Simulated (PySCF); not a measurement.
The system is COH4, in a box.

```
C O H
1.0
    11.00000    0.00000    0.00000
     0.00000   11.00000    0.00000
     0.00000    0.00000   12.00000
C O H
1 1 4
Direct
  0.48869 0.48128 0.47344
  0.48430 0.52684 0.58448
  0.42231 0.41388 0.47339
  0.58024 0.43899 0.46198
  0.47535 0.55261 0.41194
  0.54413 0.59175 0.59305
```

The cell isn't the ideal one: atoms moved at random, drawn with an rms of 0.05 Å.

Base run:

| Property | Result |
| --- | --- |
| Program | PySCF 2.14.0 |
| Functional | TPSS |
| Potentials or basis | def2-svp (all-electron) |
| k mesh | 1 × 1 × 1 |
| Occupations | fixed |
| Spin | no spin polarisation |

Its results: gap between the frontier levels 6.82 eV.

After a change of settings the same cell gave: gap between the frontier levels 6.28 eV. Which change was it?
A. functional from TPSS to PW91
B. functional from TPSS to r2SCANh
C. functional from TPSS to B3PW91

A.

TPSS gives the wider gap, since meta-GGAs in the generalised Kohn-Sham scheme recover part of the derivative discontinuity.

Caveats: this is a molecule in a periodic box at the Γ point, so its band gap is the HOMO-LUMO gap; the basis of atomic orbitals isn't converged, which shifts pressures, moduli and gaps.
